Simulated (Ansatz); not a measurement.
# ClF₂GeHSe: a ladder of functionals and wavefunction methods

One table from this session's results is given with a row withheld; the runs are named, their logs left out.

Method: functionals in def2-TZVPP, the program's frozen cores in correlated methods; program: Ansatz 0.2.0, Gaussian basis.

The runs, in order: LDA (SPW92), PBE-D4, revPBE-D4, BLYP-D4, r2SCAN-D4, B97M-V, PBE0-D4, B3LYP-D4, r2SCANh-D4, r2SCAN0-D4, HSE06-D4, BHLYP-D4, CAM-B3LYP-D4, LC-ωPBE, ωB97X-V, ωB97M-V, B2PLYP, PBE-QIDH; CCSD(T)/def2-SVP; CCSD(T)/def2-TZVPP; MP2/def2-QZVPP; extrapolation to the limit; RPA on PBE.

### The relaxed structure

An earlier PBE0-D4 in a triple-zeta def2 set relaxation fixed the geometry.

SMILES `[F][Ge]([F])([Cl])[SeH]`, 6 atoms, charge 0, spin multiplicity 1.

Atoms are counted from 1 here; the program's logs count them from 0.

Bond lengths: F1–Ge2 1.714 Å, Ge2–F3 1.715 Å, Ge2–Cl4 2.114 Å, Ge2–Se5 2.308 Å, Se5–H6 1.470 Å. Angles: F1–Ge2–F3 105.0°, F1–Ge2–Cl4 108.8°, F1–Ge2–Se5 107.4°, F3–Ge2–Cl4 106.0°, F3–Ge2–Se5 113.1°, Cl4–Ge2–Se5 115.9°, Ge2–Se5–H6 90.1°.

Set-up of the first run:

in.yaml reads:

```yaml
crystal:
  periodic: [false, false, false]
  atoms:
    - {symbol: F, position_ang: [1.636885, -1.238367, 0.505561]}
    - {symbol: Ge, position_ang: [0.156046, -0.454436, 0.145560]}
    - {symbol: F, position_ang: [-0.873382, -0.820772, 1.467605]}
    - {symbol: Cl, position_ang: [-0.713370, -1.380305, -1.544422]}
    - {symbol: Se, position_ang: [0.598898, 1.802040, -0.057412]}
    - {symbol: H, position_ang: [-0.763077, 2.027738, -0.563092]}
basis:
  gaussian: {orbitals: def2-TZVPP}
hamiltonian: {xc: lda}
output: {orbitals: {seedname: orbitals}}
```

Steps of the session up to this table: LDA; PBE-D4 (GGA); revPBE-D4 (GGA); BLYP-D4 (GGA); r2SCAN-D4 (meta-GGA); B97M-V (meta-GGA); PBE0-D4 (hybrid); B3LYP-D4 (hybrid); r2SCANh-D4 (hybrid); r2SCAN0-D4 (hybrid); HSE06-D4 (hybrid); BHLYP-D4 (hybrid); CAM-B3LYP-D4 (range-separated); LC-ωPBE-D4 (range-separated; the results give it without D4); ωB97X-V (range-separated); ωB97M-V (range-separated); B2PLYP (double hybrid); PBE-QIDH (double hybrid).

One of the session's tables, all rows but one given; the rest of the session is left out.

It belongs to the step «Frontier levels by functional». 

```
  functional  HOMO (eV)  LUMO (eV)  gap (eV)
 LDA (SPW92)      -7.13      -3.11      4.01
      PBE-D4      -6.95      -2.79      4.17
   revPBE-D4          ?          ?         ?
     BLYP-D4      -6.78      -2.74      4.04
   r2SCAN-D4      -7.28      -2.57      4.71
      B97M-V      -7.32      -2.43      4.90
     PBE0-D4      -8.19      -1.85      6.34
    B3LYP-D4      -7.93      -2.16      5.77
  r2SCANh-D4      -7.73      -2.23      5.49
  r2SCAN0-D4      -8.40      -1.73      6.67
    HSE06-D4      -7.79      -2.22      5.57
    BHLYP-D4      -9.25      -0.86      8.40
CAM-B3LYP-D4      -9.50      -0.84      8.66
     LC-ωPBE     -10.89       0.40     11.30
     ωB97X-V     -10.52       0.33     10.85
     ωB97M-V     -10.37       0.18     10.55
```

Estimate the missing values for revPBE-D4.

As computed: HOMO (eV): -6.89; LUMO (eV): -2.67; gap (eV): 4.22. In the column «HOMO (eV)» it lies between PBE-D4 (-6.95) and BLYP-D4 (-6.78).
